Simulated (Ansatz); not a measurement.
# AsH (triplet): from Hartree-Fock to the top rungs, aug-cc-pVTZ

How much of the correlation energy of AsH (triplet) does each wave-function method recover here?

Method: aug-cc-pVTZ, core rule «outside noble gas», up to 14 orbitals frozen; program: Ansatz 0.2.0, Gaussian basis.

To be run: UHF; CCSD(T) on ROHF; CCSD(T) on UHF; BCCD(T) on ROHF; CCSDT(Q) on ROHF; CCSDT(Q) on UHF; CASSCF and MRCISD+Q, 6 electrons in 5 orbitals; CASSCF and MRCISD+Q(relaxed), 6 electrons in 5 orbitals; CASSCF and NEVPT2, 6 electrons in 5 orbitals.

5 further runs of the same task are left out: 1 that didn't finish, 4 set aside as unsound or not needed.

## Step 1: What is computed

The geometry is a PBE0/def2-TZVP stationary point (not a proven minimum) of the parent state, kept for this charge and spin. No spin-orbit coupling is included. The filled d shell of As may be among the frozen orbitals whatever the setting's name suggests; the logs give the count.

2 atoms, charge 0, spin multiplicity 3.

Atoms are counted from 1 here; the program's logs count them from 0.

Bond lengths: As1–H2 1.529 Å.

Geometry (Å):

```xyz
2
AsH
As    0.00000    0.00000    0.00000
H     0.00000    0.00000    1.52940
```

## Step 2: UHF

in.yaml

```yaml
crystal:
  periodic: [false, false, false]
  atoms:
    - {symbol: As, position_ang: [0.000000, 0.000000, 0.000000]}
    - {symbol: H, position_ang: [0.000000, 0.000000, 1.529400]}
basis:
  gaussian: {orbitals: aug-cc-pVTZ}
magnetization: {spin_polarized: true, initial_magnetization: 2}
hamiltonian: {xc: hf}
output: {orbitals: {seedname: orbitals}}
```

Command:

```sh
> ansatz run in.yaml --threads 1 --pin off --events-out ev --progress --plain --max-ram 3956MiB --backend cpu
```

The runs that follow: CCSD(T) on ROHF; CCSD(T) on UHF; BCCD(T) on ROHF; CCSDT(Q) on ROHF; CCSDT(Q) on UHF; CASSCF and MRCISD+Q, 6 electrons in 5 orbitals; CASSCF and MRCISD+Q(relaxed), 6 electrons in 5 orbitals; CASSCF and NEVPT2, 6 electrons in 5 orbitals.

Before running them: what should the planned runs give, taken together? Wanted: UCCSDT(Q) below the RHF energy; RMP2 from UCCSDT(Q); UMP2 from UCCSDT(Q); RCCSD from UCCSDT(Q); RCCSD(T) from UCCSDT(Q); UCCSD(T) from UCCSDT(Q); RCCSDT(Q) from UCCSDT(Q); NEVPT2 valence from UCCSDT(Q); MRCISD+Q valence from UCCSDT(Q).

The runs gave:

```
                                quantity                                                                                                value
          UCCSDT(Q) below the RHF energy                                                                                           -3.5201 eV
                     RMP2 from UCCSDT(Q)                                                                                           +670.7 meV
                     UMP2 from UCCSDT(Q)                                                                                           +692.0 meV
                    RCCSD from UCCSDT(Q)                                                                                           +144.8 meV
                 RCCSD(T) from UCCSDT(Q)                                                                                            +32.9 meV
                 UCCSD(T) from UCCSDT(Q)                                                                                            +23.5 meV
                RCCSDT(Q) from UCCSDT(Q)                                                                                             +9.7 meV
           NEVPT2 valence from UCCSDT(Q)                                                                                           +678.3 meV
         MRCISD+Q valence from UCCSDT(Q)                                                                                            +22.7 meV
MRCISD+Q(relaxed) valence from UCCSDT(Q)                                                                                            +14.5 meV
       levels within 1 kcal/mol (43 meV)  RCCSD(T), UCCSD(T), BCCD(T), RCCSDT, UCCSDT, RCCSDT(Q), MRCISD+Q valence, MRCISD+Q(relaxed) valence
                           T1 diagnostic                                                                                                0.020
          effectively unpaired electrons                                                                                                 2.01
```

In words: RCCSD(T) lands +32.9 meV from the yardstick (0.9 % of the correlation energy). One determinant dominates. Of the multireference levels listed MRCISD+Q(relaxed) valence comes nearest in total energy (+14.5 meV), which doesn't show that its space is the better one. These misses are within one basis, not against nature; the frozen cores of restricted and unrestricted runs differ, which can shift their rows.
